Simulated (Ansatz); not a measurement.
# LiIn2Ru: a short molecular-dynamics run

What does LiIn2Ru do over 40 steps of 1 fs at constant energy, with velocities drawn for 900 K? The cell is a randomly packed cell of 16 atoms, taken as it stands, without a relaxation.

All numbers below are computed with Ansatz 0.2.0 (DFT PBE, plane waves, PAW, scalar-relativistic, no spin polarisation).

The cell holds 16 atoms (In8Li4Ru4): a = 8.068 Å, b = 7.533 Å, c = 4.875 Å, α = 88.24°, β = 94.07°, γ = 89.98°.

Coordinates:

```
In Li Ru
1.0
     7.86887   -0.54787   -1.69314
     0.46979    7.51401   -0.26225
     0.70047    0.27463    4.81625
In Li Ru
8 4 4
Direct
  0.91335 0.54306 0.81208
  0.08063 0.79350 0.53278
  0.58807 0.94945 0.71403
  0.67072 0.07561 0.21855
  0.13814 0.93703 0.03275
  0.72078 0.72628 0.13573
  0.27061 0.42606 0.49756
  0.29163 0.07074 0.49207
  0.36823 0.18093 0.99364
  0.22384 0.50840 0.98919
  0.48068 0.62657 0.78267
  0.56120 0.43940 0.28653
  0.40373 0.76251 0.28563
  0.89554 0.09944 0.70419
  0.00844 0.24862 0.22987
  0.63803 0.32159 0.79697
```

The structure above is the start of the run; the results belong to its end.

| quantity | value |
| --- | --- |
| length | 40 steps of 1 fs |
| temperature, first and last step | 900 and 1294 K |
| temperature, second half | mean 1014 K, from 823 to 1294 K |
| potential energy, second half | -14 meV/atom from the start |
| largest change of the total energy | 0.02 meV/atom |
| mean square displacement, second half | Li 0.092, Ru 0.022, In 0.016 Å² |

**Reading.** The temperature starts at 900 K and averages 1014 K in the second half, where it still rises, from 823 to 1294 K; the start was no minimum (force components up to 2.5 eV/Å), and the potential energy that it sheds (14 meV/atom) turns into motion. The total energy strays from its start by at most 0.02 meV/atom, under 0.1 % of the mean kinetic energy, so a step of 1 fs is short enough over this time. Over the second half Li atoms stand 0.3 Å (root mean square) from where they began, and the farthest move is 0.5 Å. A run of 40 fs with 16 atoms shows the motion but fixes no equilibrium value.

Which input would start the first run of this session?

One input that does so (others would too):

The input, input.yaml:

```yaml
crystal:
  lattice:
    - [7.868872, -0.547866, -1.693143]
    - [0.469785, 7.514011, -0.262247]
    - [0.700467, 0.274626, 4.816247]
  atoms:
    - { symbol: In, position: [0.913348, 0.543056, 0.812077] }
    - { symbol: In, position: [0.080631, 0.793502, 0.532778] }
    - { symbol: In, position: [0.58807, 0.949453, 0.714025] }
    - { symbol: In, position: [0.67072, 0.075613, 0.218546] }
    - { symbol: In, position: [0.138135, 0.937035, 0.032746] }
    - { symbol: In, position: [0.72078, 0.726277, 0.135729] }
    - { symbol: In, position: [0.270615, 0.426061, 0.49756] }
    - { symbol: In, position: [0.291635, 0.070737, 0.492068] }
    - { symbol: Li, position: [0.368232, 0.180925, 0.993635] }
    - { symbol: Li, position: [0.223839, 0.508397, 0.989186] }
    - { symbol: Li, position: [0.480684, 0.626575, 0.782666] }
    - { symbol: Li, position: [0.561196, 0.439398, 0.286527] }
    - { symbol: Ru, position: [0.403725, 0.762509, 0.285629] }
    - { symbol: Ru, position: [0.895538, 0.099441, 0.704194] }
    - { symbol: Ru, position: [0.008439, 0.248624, 0.229872] }
    - { symbol: Ru, position: [0.638028, 0.321594, 0.796968] }
kpoints:
  mp_grid: { grid: [2, 2, 3] }
magnetization:
  spin_polarized: false
scf:
  occupations: { method: gaussian, width: 0.1 }
hamiltonian:
  pseudopotentials: { kind: paw }
  xc: pbe
basis:
  ecutwfc: 420
md:
  timestep: 1.0
  n_steps: 40
  ensemble: nve
  temperature: 900.0
  initial_velocities: maxwell_boltzmann
  seed: 852888
```

On the command line:

```
> ansatz run input.yaml --threads 2 --pin off --max-ram 2560MiB --backend cpu --events-out ev --progress --plain --runs-dir out
```
